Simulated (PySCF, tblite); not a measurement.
# C2H11B2NO: geometry, infrared bands and NMR shifts

What infrared bands and NMR shifts should C2H11B2NO (`CBCO[BH2-][NH3+]`) show?

The runs use tblite 0.8.0 and PySCF 2.14.0, with density-fitted response routines of our own; the level of theory stands in each step. All values are computed, except where a source is named. Atoms are numbered from 0 throughout.

## Step 1: The starting structure

17 atoms, charge 0, multiplicity 1; geometry from: force field or distance geometry start.

Bonds of the start (Å): C0–B1 1.60, B1–C2 1.58, C2–O3 1.38, O3–B4 1.46, B4–N5 1.55, C0–H6 1.10, C0–H7 1.12, C0–H8 1.12, B1–H9 1.18, C2–H10 1.11, C2–H11 1.11, B4–H12 1.19, B4–H13 1.18, N5–H14 1.05, N5–H15 1.03, N5–H16 1.05.

## Step 2: Optimising the geometry with GFN2-xTB

What the job is given:

```
{"job": {"kind": "relax", "xc": "GFN2-xTB", "basis": "xTB"}, "charge": 0, "multiplicity": 1}
C      3.026900    -0.495200     0.704800
B      1.879500     0.525300     0.246300
C      0.508400    -0.151600    -0.166300
O     -0.529000     0.248600     0.656000
B     -1.808600    -0.364100     0.297700
N     -2.821400     0.810800     0.273000
H      4.001300     0.007600     0.812900
H      2.667200    -0.975700     1.647000
H      3.033600    -1.304900    -0.069000
H      2.036400     1.691100     0.251100
H      0.343600     0.089800    -1.239500
H      0.548900    -1.257800    -0.088800
H     -1.781000    -0.892700    -0.767800
H     -2.091100    -1.144300     1.136100
H     -3.205000     0.885200     1.243000
H     -3.559500     0.654300    -0.423900
H     -2.257400     1.685600     0.127200
```

Command:

```
OMP_NUM_THREADS=1 python probes_run.py task.json out
```

One launch serves the whole session: the jobs run in the order shown.

**Question.** This job is followed by: GFN2-xTB harmonic vibrations, gas phase; GIAO PBE0/pcSseg-1 NMR shielding, non-relativistic, gas phase. What will the session give for the following? strongest single infrared mode (GFN2-xTB); zero-point energy (GFN2-xTB); 13C shifts against TMS (PBE0/pcSseg-1); 1H shifts against TMS (PBE0/pcSseg-1, means over atoms taken as alike); 11B shifts against BF3·OEt2 (PBE0/pcSseg-1); 17O shifts against H2O (PBE0/pcSseg-1); 15N shifts against NH3 (PBE0/pcSseg-1).

**Answer**, as computed:

| quantity | value |
| --- | --- |
| strongest single infrared mode (GFN2-xTB) | 1118 cm⁻¹, 317 km/mol |
| zero-point energy (GFN2-xTB) | 86.2 kcal/mol |
| 13C shifts against TMS (PBE0/pcSseg-1) | 84.1, 12.3 ppm |
| 1H shifts against TMS (PBE0/pcSseg-1, means over atoms taken as alike) | 8.09, 4.61, 3.33, 2.25, 0.87 ppm |
| 11B shifts against BF3·OEt2 (PBE0/pcSseg-1) | 94.0, 1.0 ppm |
| 17O shifts against H2O (PBE0/pcSseg-1) | 64.1 ppm |
| 15N shifts against NH3 (PBE0/pcSseg-1) | 50.9 ppm |

In words: The optimisation took 202 steps and gained 0.711 eV; among the close pairs (by a distance rule), B4–N5 changed most, from 1.551 to 1.792 Å. No mode is imaginary among the 45: a minimum at this level. The strongest single mode, at 1118 cm⁻¹, moves mainly H14, H16 and H15. Unscaled tight-binding wavenumbers are off by several per cent, some by more. Its intensities can rank the bands wrongly. The most deshielded carbon is C2 (sp3 CH2 bonded to B and O), at 84.1 ppm: pulled downfield by the heteroatom. At PBE0/pcSseg-1: The largest span, 186 ppm, is at B1, where the paramagnetic term is -187 ppm.
